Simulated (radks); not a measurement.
# N in [He] 2s2 2p3: an all-electron calculation

The task here is to estimate one member of a computed series from the others.

The numbers are computed with radks (a radial shooting solver on a logarithmic mesh, Libxc functionals) version 1 (Dirac Kohn-Sham, XLYP, spin-unpolarised, spherical densities, finite nucleus; open shells are shared between the two j in proportion to 2j + 1), except any that are marked as measured or tabulated.

## The atom as given

```
element            : nitrogen (Z = 7)
charge             : 0
electrons          : 7
configuration      : [He] 2s2 2p3
nuclear rms radius : 2.5582 fm
```

Outer shells as boxes (Hund's rule):

N
```
[He] core
2s [↑↓]
2p [↑ ][↑ ][↑ ]
```

Set-up of the first run:

Settings of this run:

```text
Z 7
configuration [He] 2s2 2p3
relativity Dirac
functional xlyp
spin unpolarised
j_filling average
nucleus finite rms 2.5582 fm
c 137.035999084
```

Among the steps run: Self-consistent calculation.

One table of the session follows, with a row left open; its other results are not shown here.

It belongs to the step «Radial structure». Sizes of the orbitals, from the radial functions (bohr):

| level | <r> | outermost maximum (interpolated) | 90 % within |
| --- | --- | --- | --- |
| 1s1/2 | 0.2297 | 0.148 | 0.412 |
| 2s1/2 | 1.320 | 1.01 | 2.12 |
| 2p1/2 | ? | ? | ? |
| 2p3/2 | 1.489 | 0.963 | 2.62 |

Estimate the missing values for 2p1/2.

As computed: <r>: 1.487; outermost maximum (interpolated): 0.962; 90 % within: 2.62. In the column «<r>» it lies between 2s1/2 (1.320) and 2p3/2 (1.489).

Limits of these values: Spin polarisation and multiplet splitting are left out.
